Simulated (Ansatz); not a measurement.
I need harmonic frequencies at the relaxed geometry of ClFH4OSi2, SMILES O[SiH](F)[SiH2]Cl. Use Ansatz 0.2.0, Python API. Use (for the species named): PBE, 6-31G* basis, multiplicity 1, D4 dispersion.

```xyz
9

O     1.1829    1.6387   -0.0648
Si    0.8752    0.0758   -0.4292
F     0.6572    0.0094   -2.0340
Si   -0.8990   -0.7813    0.6625
Cl   -2.6562    0.3034    0.2441
H     0.8187    2.3145   -0.7598
H     2.1290   -0.6790   -0.0632
H    -1.2241   -2.1748    0.2393
H    -0.7950   -0.7529    2.1880
```

`freq_clfh4osi2.py`
```python
"""Harmonic frequencies of ClFH4OSi2 at its relaxed geometry."""

import ansatz as az
from ase import Atoms
from ase.thermochemistry import IdealGasThermo
import numpy as np

BASIS = "6-31G*"
FUNCTIONAL = "pbe"
VDW = "d4"


def main() -> None:
    geometry_ang = [
        ("O", [1.1829, 1.6387, -0.0648]),
        ("Si", [0.8752, 0.0758, -0.4292]),
        ("F", [0.6572, 0.0094, -2.034]),
        ("Si", [-0.899, -0.7813, 0.6625]),
        ("Cl", [-2.6562, 0.3034, 0.2441]),
        ("H", [0.8187, 2.3145, -0.7598]),
        ("H", [2.129, -0.679, -0.0632]),
        ("H", [-1.2241, -2.1748, 0.2393]),
        ("H", [-0.795, -0.7529, 2.188]),
    ]
    system = az.Crystal.molecule()
    for symbol, xyz in geometry_ang:
        system = system.atom(symbol, xyz)

    base = (
        system.calculation()
        .basis(gaussian=BASIS)
        .functional(FUNCTIONAL, dispersion=VDW)
    )
    symbols = [site.symbol for site in system.cartesian_sites]
    start = np.array([site.position_ang for site in system.cartesian_sites], dtype=float)
    rep = base.relax(force_tolerance=0.003).run().report
    end = np.array(rep["positions_ang"])

    print("bond        before    after (A)")
    for i, j in [(0, 1), (0, 5), (1, 2), (1, 3), (1, 6), (3, 4), (3, 7), (3, 8)]:
        d0, d1 = (np.linalg.norm(xyz[i] - xyz[j]) for xyz in (start, end))
        print(f"{symbols[i]}{i}-{symbols[j]}{j}".ljust(10), f"{d0:8.4f} {d1:8.4f}")
    for i, j, k in [(1, 0, 5), (0, 1, 2), (0, 1, 3), (0, 1, 6), (2, 1, 3), (2, 1, 6), (3, 1, 6), (1, 3, 4)]:
        u, v = end[i] - end[j], end[k] - end[j]
        print(f"angle {symbols[i]}{i}-{symbols[j]}{j}-{symbols[k]}{k}: {np.degrees(np.arccos(np.clip(u @ v / np.linalg.norm(u) / np.linalg.norm(v), -1, 1))):.2f} deg")

    # frequencies need a stationary point, so they are taken at the relaxed geometry
    minimum = az.Crystal.molecule()
    for symbol, xyz in zip(symbols, end):
        minimum = minimum.atom(symbol, xyz.tolist())
    vibrating = (
        minimum.calculation()
        .basis(gaussian=BASIS)
        .functional(FUNCTIONAL, dispersion=VDW)
        .phonons(temperatures=(298.15, 498.15, 100))
    )
    vib = vibrating.run().report["vibrations"]
    sums = vib["harmonic_sums"]
    modes = [m["omega_inv_cm"] for m in sums["modes_at_gamma"] if m["rigid_motion"] == "no"]
    print("frequencies (1/cm):", " ".join(f"{w:.0f}" for w in modes))
    print("imaginary modes:", sum(w < 0 for w in modes), " zero-point energy:", round(sums["zero_point_energy_ev"], 4), "eV")
    # rigid rotor and ideal gas, symmetry number taken as one
    gas = IdealGasThermo(vib_energies=[w / 8065.544 for w in modes if w > 0], geometry="linear" if len(modes) == 3 * len(symbols) - 5 else "nonlinear",
                         atoms=Atoms(symbols, positions=end), symmetrynumber=1, spin=0.0)
    print(f"H(298 K) - E = {gas.get_enthalpy(298.15, verbose=False):.4f} eV")
    print(f"S(298 K, 1 bar) = {96485.33 * gas.get_entropy(298.15, 1e5, verbose=False):.1f} J/(mol K) with symmetry number 1")


if __name__ == "__main__":
    main()
```

Output of `python freq_clfh4osi2.py`:
```text
bond        before    after (A)
O0-Si1       1.6341   1.6633
O0-H5        1.0356   0.9791
Si1-F2       1.6209   1.6282
Si1-Si3      2.2526   2.3541
Si1-H6       1.5085   1.4947
Si3-Cl4      2.1070   2.1064
Si3-H7       1.4922   1.4982
Si3-H8       1.5293   1.4999
angle Si1-O0-H5: 114.20 deg
angle O0-Si1-F2: 112.33 deg
angle O0-Si1-Si3: 107.35 deg
angle O0-Si1-H6: 105.92 deg
angle F2-Si1-Si3: 107.63 deg
angle F2-Si1-H6: 107.95 deg
angle Si3-Si1-H6: 115.78 deg
angle Si1-Si3-Cl4: 103.80 deg
frequencies (1/cm): 44 88 142 250 325 379 419 473 512 652 741 777 823 841 901 928 943 2184 2204 2224 3654
imaginary modes: 0  zero-point energy: 1.209 eV
H(298 K) - E = 1.4431 eV
S(298 K, 1 bar) = 369.8 J/(mol K) with symmetry number 1
```

Notes:
- The frequencies are harmonic and unscaled, in a modest basis. The result belongs to the one conformer reached from this start, and soft torsions count as harmonic oscillators.
- The entropy takes a symmetry number of 1; a symmetric molecule's is lower by R ln(sigma).
- Hardware and time: 2.9 min on 1 thread of Arm Neoverse V2, on a shared host, peak memory 0.27 GiB.

(Lines on the test bed's own set-up are left out of the output.)
